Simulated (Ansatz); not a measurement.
Born–Oppenheimer molecular dynamics of a periodic cell of 41 atoms, Al16HO24 (host Al2O3, host structure R-3c, interstitial H). It starts from a relaxed structure.

Method: Ansatz 0.2.0, DFT r2SCAN-D3(BJ), scalar-relativistic, plane waves, PAW. Settings: accuracy low, PAW set soft_1, cutoff 500 eV, k mesh 1x1x1, fermi-dirac smearing 0.05 eV, spin collinear.

* ensemble: NVT, Nosé–Hoover chain
* time step: 0.75 fs
* steps asked: 50
* set temperature: 600 K
* thermostat: time constant 50 fs, chain length 1
* seed: 117640

First frame:

```xyz
41
Lattice="-4.7540 -2.7447 4.3273 4.7540 -2.7447 4.3273 0.0000 5.4894 4.3273" Properties=species:S:1:pos:R:3
Al -0.011 -0.001 4.575
Al -0.017 0.005 1.923
Al 0.005 0.004 8.408
Al 0.011 -0.002 11.061
O 0.928 1.375 7.567
O -1.648 0.119 7.574
O 0.732 -1.476 7.573
O -0.934 -1.371 5.417
O 1.642 -0.116 5.409
O -0.738 1.479 5.410
Al -0.001 -2.735 8.903
Al 0.007 -2.733 6.250
Al -0.005 2.738 4.081
Al -0.013 2.736 6.734
O -3.833 1.367 7.574
O 3.104 0.104 7.573
O 0.720 1.254 3.240
O 3.827 -1.364 5.409
O -3.110 -0.100 5.410
O -0.726 -1.250 9.744
Al -2.380 1.374 8.892
Al -2.380 1.374 6.250
Al 2.374 -1.371 4.091
Al 2.374 -1.371 6.733
O -1.447 -2.700 7.604
O 0.681 -1.270 3.276
O 3.133 2.603 7.603
O 1.440 2.703 5.380
O -0.688 1.274 9.707
O -3.139 -2.599 5.380
Al 2.380 1.368 8.903
Al 2.377 1.360 6.250
Al -2.386 -1.365 4.081
Al -2.384 -1.357 6.733
O -1.468 0.005 3.246
O 0.719 -3.995 7.567
O -1.659 2.636 7.574
O 1.462 -0.001 9.738
O -0.726 3.999 5.416
O 1.653 -2.632 5.409
H 2.373 -1.370 2.165
```

(1) What does the run give?

(2) What happens to the structure?

(3) How do temperature and energy run in time?

## Answers

(1) The run went to its last step.

```json
{"steps done": "50", "time covered": "37.5 fs", "mean temperature over the second half": "273 K", "spread of the potential energy over the second half": "3.3 meV per atom", "mean potential energy of the second half above the start": "45.4 meV per atom"}
```

The conserved energy stayed within 0.094 meV per atom of its start (net change 0.071 meV per atom), so the integration is sound. The mean temperature of the second half is 54 % below the set value. A run of 0.037 ps of so small a system gives no equilibrium averages. Limits of this set-up: coarse k mesh, a small cell, in which the defect meets its images, a typed lattice constant that wasn't relaxed here, low accuracy level.

(2) Mean squared displacements from the first frame to the last, about the centre of mass: Al 0.01 Å², O 0.01 Å², H 0.06 Å². Another seed would give other details.

(3) 
| time (fs) | T (K) | potential energy less start (eV) | conserved less start (meV/atom) |
| --- | --- | --- | --- |
| 0 | 600 | 0.000 | 0.00 |
| 1.5 | 587 | 0.069 | 0.00 |
| 3 | 549 | 0.266 | 0.01 |
| 4.5 | 490 | 0.568 | 0.03 |
| 6 | 419 | 0.942 | 0.04 |
| 7.5 | 341 | 1.344 | 0.06 |
| 9 | 267 | 1.731 | 0.07 |
| 10.5 | 204 | 2.063 | 0.09 |
| 12 | 157 | 2.309 | 0.09 |
| 13.5 | 130 | 2.452 | 0.09 |
| 15 | 123 | 2.493 | 0.09 |
| 16.5 | 133 | 2.445 | 0.08 |
| 18 | 156 | 2.333 | 0.07 |
| 19.5 | 186 | 2.187 | 0.06 |
| 21 | 218 | 2.036 | 0.05 |
| 22.5 | 246 | 1.903 | 0.04 |
| 24 | 269 | 1.805 | 0.04 |
| 25.5 | 284 | 1.750 | 0.04 |
| 27 | 291 | 1.737 | 0.05 |
| 28.5 | 293 | 1.755 | 0.05 |
| 30 | 291 | 1.791 | 0.06 |
| 31.5 | 290 | 1.829 | 0.07 |
| 33 | 291 | 1.852 | 0.07 |
| 34.5 | 298 | 1.850 | 0.07 |
| 36 | 311 | 1.815 | 0.07 |
| 37.5 | 331 | 1.748 | 0.07 |

The run took 32 min on 2 threads of Intel(R) Xeon(R) Processor @ 2.50GHz (Skylake/Cascade Lake), on a shared host, peak memory 0.88 GiB.
